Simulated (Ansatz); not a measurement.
# C4H9Br: a ladder of functionals and wavefunction methods

An exercise on one series of results from a longer session: the logs are not shown, and one member is left open.

The runs use Ansatz 0.2.0, Gaussian basis; functionals in def2-TZVPP, the program's frozen cores in correlated methods.

Plan: LDA (SPW92), PBE-D4, revPBE-D4, BLYP-D4, r2SCAN-D4, B97M-V, PBE0-D4, B3LYP-D4, r2SCANh-D4, r2SCAN0-D4, HSE06-D4, BHLYP-D4, CAM-B3LYP-D4, LC-ωPBE, ωB97X-V, ωB97M-V, B2PLYP, PBE-QIDH; CCSD(T)/def2-SVP; CCSD(T)/def2-TZVPP; MP2/def2-QZVPP; extrapolation to the limit; RPA on PBE.

**The relaxed structure**

All runs share one geometry, relaxed beforehand with PBE0-D4 in a triple-zeta def2 set.

SMILES `CCC(C)Br`, 14 atoms, charge 0, spin multiplicity 1.

Atoms are counted from 1 here; the program's logs count them from 0.

Bond lengths: C1–C2 1.516 Å, C1–H6 1.092 Å, C1–H7 1.091 Å, C1–H8 1.094 Å, C2–C3 1.514 Å, C2–H9 1.098 Å, C2–H10 1.095 Å, C3–C4 1.509 Å, C3–Br5 1.972 Å, C3–H11 1.091 Å, C4–H12 1.095 Å, C4–H13 1.092 Å, C4–H14 1.090 Å. Angles: C2–C1–H6 110.8°, C2–C1–H7 111.1°, C2–C1–H8 111.1°, H6–C1–H7 108.1°, H6–C1–H8 107.8°, H7–C1–H8 107.8°, C1–C2–C3 114.9°, C1–C2–H9 109.5°, C1–C2–H10 110.6°, C3–C2–H9 106.2°, C3–C2–H10 108.9°, H9–C2–H10 106.3°, C2–C3–C4 113.4°, C2–C3–Br5 110.2°, C2–C3–H11 110.3°, C4–C3–Br5 108.6°, C4–C3–H11 110.8°, Br5–C3–H11 103.0° and more.

Set-up of the first run:

Contents of in.yaml:

```yaml
crystal:
  periodic: [false, false, false]
  atoms:
    - {symbol: C, position_ang: [-0.993306, 1.673525, 0.123777]}
    - {symbol: C, position_ang: [0.103717, 0.659160, 0.381673]}
    - {symbol: C, position_ang: [-0.072244, -0.665560, -0.329000]}
    - {symbol: C, position_ang: [0.962256, -1.694121, 0.057142]}
    - {symbol: Br, position_ang: [-0.001777, -0.403286, -2.282049]}
    - {symbol: H, position_ang: [-0.826885, 2.581076, 0.707375]}
    - {symbol: H, position_ang: [-1.031708, 1.951506, -0.930883]}
    - {symbol: H, position_ang: [-1.972609, 1.273456, 0.400723]}
    - {symbol: H, position_ang: [0.145138, 0.428525, 1.454218]}
    - {symbol: H, position_ang: [1.081540, 1.074929, 0.118219]}
    - {symbol: H, position_ang: [-1.080785, -1.050775, -0.169294]}
    - {symbol: H, position_ang: [0.891286, -1.892739, 1.131457]}
    - {symbol: H, position_ang: [1.969757, -1.332173, -0.157672]}
    - {symbol: H, position_ang: [0.812919, -2.632623, -0.476786]}
basis:
  gaussian: {orbitals: def2-TZVPP}
hamiltonian: {xc: lda}
output: {orbitals: {seedname: orbitals}}
```

Started as:

```console
ansatz run in.yaml --threads 2 --pin off --events-out ev --progress --plain --max-ram 22528MiB --backend cuda --devices 0, --max-vram 18GiB
```

Among the steps run: LDA; PBE-D4 (GGA); revPBE-D4 (GGA); BLYP-D4 (GGA); r2SCAN-D4 (meta-GGA); B97M-V (meta-GGA); PBE0-D4 (hybrid); B3LYP-D4 (hybrid); r2SCANh-D4 (hybrid); r2SCAN0-D4 (hybrid); HSE06-D4 (hybrid); BHLYP-D4 (hybrid); CAM-B3LYP-D4 (range-separated); LC-ωPBE (range-separated); ωB97X-V (range-separated); ωB97M-V (range-separated); B2PLYP (double hybrid); PBE-QIDH (double hybrid).

One of the session's tables, all rows but one given; the rest of the session is left out.

It belongs to the step «Orbital energies across the functionals». 

| functional | HOMO (eV) | gap (eV) |
| --- | --- | --- |
| LDA (SPW92) | -6.61 | 5.52 |
| PBE-D4 | -6.46 | 5.59 |
| revPBE-D4 | -6.40 | 5.63 |
| BLYP-D4 | -6.30 | 5.53 |
| r2SCAN-D4 | -6.75 | 6.15 |
| B97M-V | -6.88 | 6.33 |
| PBE0-D4 | -7.74 | 7.92 |
| B3LYP-D4 | -7.49 | 7.39 |
| r2SCANh-D4 | -7.23 | 7.00 |
| r2SCAN0-D4 | -7.94 | 8.27 |
| HSE06-D4 | -7.34 | 7.13 |
| BHLYP-D4 | ? | ? |
| CAM-B3LYP-D4 | -9.10 | 10.38 |
| LC-ωPBE | -10.51 | 13.03 |
| ωB97X-V | -10.15 | 12.53 |
| ωB97M-V | -10.02 | 12.22 |

**Question.** Estimate the row for BHLYP-D4.

Worked estimate for «HOMO (eV)». Against the share of exact exchange, BLYP-D4 (0, -6.30), B3LYP-D4 (0.2, -7.49) give a slope of -5.95 per unit share; at 0.5 the line stands at -9.27.

As computed: HOMO (eV): -8.88; gap (eV): 10.14. In «HOMO (eV)» the line misses by -0.39.
